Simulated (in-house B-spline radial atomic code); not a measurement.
**Dy³³⁺: starting-point dependence of G0W0 and RPA**

Aim: see how far the highest quasi-particle level and the RPA correlation energy of Dy³³⁺ depend on the orbitals that they are built on.

The numbers are computed with an in-house B-spline radial atomic code, version 1 (RPA, second order, AC-SOSEX and G0W0 (contour deformation) on a scalar-relativistic mean field, all electrons; no spin-orbit coupling, Breit or QED terms, no two-electron picture change), except any that are marked as measured or tabulated.

## Step 1: Starting point

```
element       : dysprosium (Z = 66)
charge        : +33
electrons     : 33
configuration : [Ar] 3d10 4s2 4p3
Hamiltonian   : scalar-relativistic (spin-free one-electron X2C), finite nucleus
starts        : Hartree-Fock, PBE, LC-ωPBE, r2SCAN, SCAN
```

The outer shells:

Dy33+
```
[Ar] core
3d [↑↓][↑↓][↑↓][↑↓][↑↓]
4s [↑↓]
4p [↑ ][↑ ][↑ ]
```

## Step 2: Hartree-Fock start

Settings, as recorded:

```ini
Z = 66
electrons = 33.0
configuration = [Ar] 3d10 4s2 4p3
hamiltonian = x2c
method = hf
lmax = 9
rms_radius = 5.2218
spin_polarised = True
box_radius = 2.84
intervals = 61
```

Launch:

```sh
$ python run_gw.py task.json out
```

task.json lists these runs, among others, and the program works through them in turn.

From the run's result record (rounded, not every field):

```text
{
  "status": "converged",
  "energies [hartree]": {
    "mean_field": -11551.61913,
    "exx_total": -11551.61913,
    "exchange": -216.4801321,
    "rpa": -2.6943564,
    "rpa_summed": -2.6577459,
    "direct_second_order": -2.846452,
    "second_order_exchange": 0.83847682,
    "sosex": 0.81153814
  },
  "rpa_by_multipole [hartree]": [-0.531028, -1.05937, -0.454766, -0.297322, -0.149043, -0.0847113, -0.0422568, -0.0235745, -0.0107397, -0.00394395, -0.000866393, -0.000119153],
  "polarisability [bohr^3: independent particles, RPA]": [0.0763309, 0.0555485],
  "gap [hartree]": 5.655969,
  "levels [hartree]": [
    {"name": "4p up", "occ": 1, "e": -51.25793, "sx": -3.528425, "vxc": -3.528425, "sc": -0.0461239, "z": 0.9905697, "qp": -51.30537, "tail": -0.001319906},
    {"name": "4s down", "occ": 1, "e": -54.68111, "sx": -2.854813, "vxc": -2.854813, "sc": -0.1775906, "z": 0.9908764, "qp": -54.85993, "tail": -0.001234331},
    {"name": "4s up", "occ": 1, "e": -55.95265, "sx": -4.138032, "vxc": -4.138032, "sc": 0.3574287, "z": 0.8750338, "qp": -55.59631, "tail": -0.001083428},
    {"name": "3d down", "occ": 1, "e": -95.24364, "sx": -8.080347, "vxc": -8.080347, "sc": 0.1453472, "z": 0.9931228, "qp": -95.10147, "tail": -0.003179676},
    {"name": "4p down", "occ": 0, "e": -49.02514, "sx": -1.272038, "vxc": -1.272038, "sc": -0.1355962, "z": 0.9901388, "qp": -49.16204, "tail": -0.001310351}
  ]
}
```

It took 4.6 s on 1 thread, shared host.

In the record, exx_total is the Hartree-Fock functional on the start's orbitals, rpa_summed the RPA energy up to lmax and rpa the same with the tail beyond it, gap the smallest same-spin excitation energy of the start. For a level, e is the start's value, sx and sc the exchange and correlation self-energies, vxc the start's own term, z the quasi-particle weight, and qp = e + sx − vxc + sc + tail. Deeper levels of weight under 0.85 meet poles of the self-energy and are not shown.

The 4p↑ level moves from -1394.80 to -1396.09 eV (weight 0.99).

The largest part of the RPA energy comes from multipole 1 (40 % of the sum).

## Step 3: PBE start

The settings differ from step 2 so:

```diff
@@ -4,3 +4,3 @@
 hamiltonian = x2c
-method = hf
+method = pbe,pbe
 lmax = 9
```

Results of the run:

```text
{
  "status": "converged",
  "energies [hartree]": {
    "mean_field": -11553.44903,
    "exx_total": -11551.59731,
    "exchange": -216.4229878,
    "rpa": -2.8212101,
    "rpa_summed": -2.7843271,
    "direct_second_order": -3.00737,
    "second_order_exchange": 0.88775079,
    "sosex": 0.85293203
  },
  "rpa_by_multipole [hartree]": [-0.553502, -1.12577, -0.474431, -0.308762, -0.152986, -0.0864128, -0.0428483, -0.0238203, -0.0108341, -0.00397402, -0.000871968, -0.000119673],
  "polarisability [bohr^3: independent particles, RPA]": [0.0988514, 0.0662604],
  "gap [hartree]": 4.179683,
  "levels [hartree]": [
    {"name": "4p up", "occ": 1, "e": -50.41577, "sx": -3.558665, "vxc": -2.718282, "sc": -0.04263281, "z": 0.9862648, "qp": -51.30013, "tail": -0.001335109},
    {"name": "4s down", "occ": 1, "e": -54.13212, "sx": -2.896257, "vxc": -2.347239, "sc": -0.1987806, "z": 0.9874009, "qp": -54.88117, "tail": -0.001250997},
    {"name": "3d down", "occ": 1, "e": -93.04163, "sx": -8.080185, "vxc": -5.878051, "sc": 0.1764762, "z": 0.9909411, "qp": -95.07048, "tail": -0.003189545},
    {"name": "4p down", "occ": 0, "e": -49.95243, "sx": -1.315688, "vxc": -2.254246, "sc": -0.156747, "z": 0.9857712, "qp": -49.17196, "tail": -0.001338433}
  ]
}
```

Run time: 4.6 s. Hardware: 1 thread, shared host.

G0W0 moves 4p↑ down by 24.1 eV, to -1395.95 eV.

## Step 4: LC-ωPBE start

The settings differ from step 3 so:

```diff
@@ -4,3 +4,3 @@
 hamiltonian = x2c
-method = pbe,pbe
+method = lc_wpbe
 lmax = 9
```

Results of the run:

```text
{
  "status": "converged",
  "energies [hartree]": {
    "mean_field": -11553.38297,
    "exx_total": -11551.59818,
    "exchange": -216.4196388,
    "rpa": -2.7997481,
    "rpa_summed": -2.7628854,
    "direct_second_order": -2.9771715,
    "second_order_exchange": 0.87732161,
    "sosex": 0.84480745
  },
  "rpa_by_multipole [hartree]": [-0.55148, -1.11164, -0.471487, -0.307063, -0.152564, -0.0862586, -0.0427996, -0.0238009, -0.0108266, -0.00397175, -0.00087155, -0.000119637],
  "polarisability [bohr^3: independent particles, RPA]": [0.0912076, 0.0627522],
  "gap [hartree]": 4.621074,
  "levels [hartree]": [
    {"name": "4p up", "occ": 1, "e": -50.6293, "sx": -3.557122, "vxc": -2.929493, "sc": -0.04351801, "z": 0.9875314, "qp": -51.30178, "tail": -0.001335263},
    {"name": "4s down", "occ": 1, "e": -54.37705, "sx": -2.897126, "vxc": -2.59179, "sc": -0.1936262, "z": 0.9884047, "qp": -54.87726, "tail": -0.001251233},
    {"name": "3d down", "occ": 1, "e": -93.2531, "sx": -8.078837, "vxc": -6.085012, "sc": 0.1719609, "z": 0.9913445, "qp": -95.07815, "tail": -0.003191591},
    {"name": "4p down", "occ": 0, "e": -49.75597, "sx": -1.315924, "vxc": -2.05694, "sc": -0.1527231, "z": 0.9870483, "qp": -49.16902, "tail": -0.001338909}
  ]
}
```

Run time: 4.9 s. Hardware: 1 thread, shared host.

The 4p↑ level moves from -1377.69 to -1395.99 eV (weight 0.99).

## Step 5: r2SCAN start

The settings differ from step 4 so:

```diff
@@ -4,3 +4,3 @@
 hamiltonian = x2c
-method = lc_wpbe
+method = r2scan
 lmax = 9
```

Results of the run:

```text
{
  "status": "converged",
  "energies [hartree]": {
    "mean_field": -11553.79456,
    "exx_total": -11551.6068,
    "exchange": -216.4464074,
    "rpa": -2.8005914,
    "rpa_summed": -2.7639725,
    "direct_second_order": -2.9826044,
    "second_order_exchange": 0.88011697,
    "sosex": 0.84620047
  },
  "rpa_by_multipole [hartree]": [-0.549278, -1.11779, -0.47089, -0.306439, -0.151877, -0.0858161, -0.0425467, -0.0236504, -0.0107547, -0.00394485, -0.000865862, -0.000118897],
  "polarisability [bohr^3: independent particles, RPA]": [0.0969119, 0.0653622],
  "gap [hartree]": 4.251511,
  "levels [hartree]": [
    {"name": "4p up", "occ": 1, "e": -50.48874, "sx": -3.552718, "vxc": -2.78262, "sc": -0.04323075, "z": 0.9867942, "qp": -51.30338, "tail": -0.00131658},
    {"name": "4s down", "occ": 1, "e": -54.10073, "sx": -2.885113, "vxc": -2.303375, "sc": -0.1962843, "z": 0.9878239, "qp": -54.87999, "tail": -0.001233143},
    {"name": "3d down", "occ": 1, "e": -93.25874, "sx": -8.077984, "vxc": -6.088056, "sc": 0.1712558, "z": 0.9913734, "qp": -95.08058, "tail": -0.003169845},
    {"name": "4p down", "occ": 0, "e": -49.84922, "sx": -1.310259, "vxc": -2.142238, "sc": -0.1526544, "z": 0.9863717, "qp": -49.17122, "tail": -0.001320564}
  ]
}
```

It took 3.6 s on 1 thread, shared host.

Highest level 4p↑: -1373.87 eV in the start, -1396.04 eV after G0W0, weight 0.99.

## Step 6: SCAN start

The settings differ from step 5 so:

```diff
@@ -4,3 +4,3 @@
 hamiltonian = x2c
-method = r2scan
+method = scan,scan
 lmax = 9
```

Results of the run:

```text
{
  "status": "converged",
  "energies [hartree]": {
    "mean_field": -11554.39947,
    "exx_total": -11551.60596,
    "exchange": -216.4551131,
    "rpa": -2.7997455,
    "rpa_summed": -2.7631456,
    "direct_second_order": -2.9815894,
    "second_order_exchange": 0.87976519,
    "sosex": 0.84588742
  },
  "rpa_by_multipole [hartree]": [-0.549029, -1.11756, -0.47077, -0.306343, -0.151825, -0.0857771, -0.0425265, -0.0236389, -0.0107498, -0.00394296, -0.000865385, -0.000118809],
  "polarisability [bohr^3: independent particles, RPA]": [0.0967456, 0.0652678],
  "gap [hartree]": 4.259596,
  "levels [hartree]": [
    {"name": "4p up", "occ": 1, "e": -50.49891, "sx": -3.553341, "vxc": -2.794349, "sc": -0.04340022, "z": 0.986827, "qp": -51.30262, "tail": -0.00131625},
    {"name": "4s down", "occ": 1, "e": -54.1264, "sx": -2.883995, "vxc": -2.328869, "sc": -0.1965925, "z": 0.9877997, "qp": -54.87935, "tail": -0.001233134},
    {"name": "3d down", "occ": 1, "e": -93.25416, "sx": -8.078112, "vxc": -6.08701, "sc": 0.1710958, "z": 0.9913915, "qp": -95.07734, "tail": -0.003167953},
    {"name": "4p down", "occ": 0, "e": -49.86681, "sx": -1.310031, "vxc": -2.16084, "sc": -0.1528438, "z": 0.9863709, "qp": -49.17016, "tail": -0.001320884}
  ]
}
```

Wall time 3.6 s (1 thread, shared host).

G0W0 moves 4p↑ down by 21.9 eV, to -1396.02 eV.

## Step 7: All runs in one table

```
       start  level  mean field (eV)  G0W0 (eV)  weight  RPA (hartree)  RPA+SOSEX (hartree)  α, direct RPA (bohr³)   time  miss (eV)
Hartree-Fock    4p↑         -1394.80   -1396.09   0.991       -2.69436             -1.88282                0.05555  4.6 s      +25.1
         PBE    4p↑         -1371.88   -1395.95   0.986       -2.82121             -1.96828                0.06626  4.6 s      +24.9
     LC-ωPBE    4p↑         -1377.69   -1395.99   0.988       -2.79975             -1.95494                0.06275  4.9 s      +25.0
      r2SCAN    4p↑         -1373.87   -1396.04   0.987       -2.80059             -1.95439                0.06536  3.6 s      +25.0
        SCAN    4p↑         -1374.15   -1396.02   0.987       -2.79975             -1.95386                0.06527  3.6 s      +25.0
```

The miss is the G0W0 removal energy (the level with its sign changed) less the tabulated theoretical ionisation energy, 1371.0 ± 5 eV. Times are single runs on a shared host.

## Step 8: Results

| quantity | value |
| --- | --- |
| highest level, mean field (range over the runs) | -1394.80 to -1371.88 eV |
| highest level, G0W0 (range over the runs) | -1396.09 to -1395.95 eV |
| RPA correlation energy | -2.821 to -2.694 hartree |
| RPA+SOSEX | -1.9683 to -1.8828 hartree |
| tabulated theoretical ionisation energy (4p shell) | 1371.0 ± 5 eV (NIST Atomic Spectra Database, ionization energies) |
| G0W0 removal energy less that value | +24.9 to +25.1 eV |

**Reading.** The starts spread the highest level over 22.9 eV; after G0W0 0.14 eV remain, 0.62 % of that. Starts without exact exchange bind the level too weakly, through self-interaction, and G0W0 pulls it down by 22 to 24 eV. The RPA energy is largest in size on PBE and smallest on Hartree-Fock, 4.5 % apart; over the runs it loosely follows the gap of the start, as smaller excitation energies give more correlation. All runs miss the tabulated theoretical ionisation energy, 1371.0 ± 5 eV, by about +25.0 eV (+1.8 %), far more than they differ among themselves. Spin-orbit coupling is left out: in so heavy and highly charged an ion the half-filled shell is really jj-coupled, so the high-spin state computed here is a model and the comparison is rough. Read as a removal energy, the bare PBE level is off by +0.883 eV (+0.064 %), nearer than G0W0, but by cancellation: self-interaction lowers its value while this Hamiltonian leaves the G0W0 value too high. Spin-orbit coupling, which splits the 4p shell strongly in so heavy an element, is left out.
